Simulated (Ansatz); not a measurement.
# TiN: a phonon run

The task is a phonon run on TiN. The structure is shown as the input types it.

Program: Ansatz 0.2.0. Level of theory: DFT, PBEsol, PAW with Ansatz's default frozen-core files, scalar-relativistic; harmonic phonons by finite displacements. These are calculated values, not measurements.

1 further run of the same task is left out (it didn't finish).

## (1) Starting point

It takes space group Fm-3m (No. 225, cubic). Conventional cell: a = 4.246 Å, b = 4.246 Å, c = 4.246 Å, α = 90.00°, β = 90.00°, γ = 90.00°. Ti (site symmetry m-3m) is surrounded by 6 N at 2.12 Å. N (site symmetry m-3m) has 6 Ti at 2.12 Å as nearest neighbours.

Structure file:

```
CELL_PARAMETERS angstrom
0.00000 2.12290 2.12290
2.12290 0.00000 2.12290
2.12290 2.12290 0.00000
ATOMIC_POSITIONS crystal
Ti 0.00000 0.00000 0.00000
N 0.50000 0.50000 0.50000
```

## (2) Input and run

Input file input.yaml:

```yaml
crystal:
  lattice:
    - [0.0, 2.12289833482, 2.12289833482]
    - [2.12289833482, 0.0, 2.12289833482]
    - [2.12289833482, 2.12289833482, 0.0]
  atoms:
    - { symbol: Ti, position: [0.0, 0.0, 0.0] }
    - { symbol: "N", position: [0.5, 0.5, 0.5] }
kpoints:
  mp_grid: { grid: [14, 14, 14] }
scf:
  occupations: { method: fermi_dirac, width: 0.05 }
  mixing: { algorithm: anderson, beta: 0.005, ndim: 1 }
  max_iter: 75
hamiltonian:
  xc: pbesol
  pseudopotentials: { kind: paw }
phonons:
  qmesh: [2, 2, 2]
  qpath:
    path:
      - [0.0, 0.0, 0.0]
      - [0.5, 0.0, 0.5]
      - [0.625, 0.25, 0.625]
      - [0.375, 0.375, 0.75]
      - [0.0, 0.0, 0.0]
      - [0.5, 0.5, 0.5]
      - [0.5, 0.25, 0.75]
      - [0.5, 0.0, 0.5]
    npoints: 6
  temperatures: { t_min: 0, t_max: 1000, t_step: 100 }
```

The run is started by

```console
$ ansatz run input.yaml --threads 1 --pin off --max-ram 3072MiB --backend cpu --events-out ev --progress --plain --runs-dir out
```

Q: Will this input give a usable result? If not, why, and what should change?

The first SCF converged in 37 cycles; a further one, begun by the search for a lower state, ran out of the shared limit after 75. The density residual dr2 creeps down, from 3.7e-5 to 1.7e-5 eV (threshold 6.3e-12), too slowly to finish within the cap. At the rate of its last cycles it would need about 1500 more. Nothing that it prints is a result.

Look at the input: scf.mixing.algorithm is anderson; scf.mixing.beta is 0.005; scf.mixing.ndim is 1. The mixing step is so small that the density hardly moves per cycle. Several mixing settings were changed at once, so this run can't tell how much each is to blame.

The cure: delete scf.mixing.algorithm, scf.mixing.beta and scf.mixing.ndim (the default then holds).
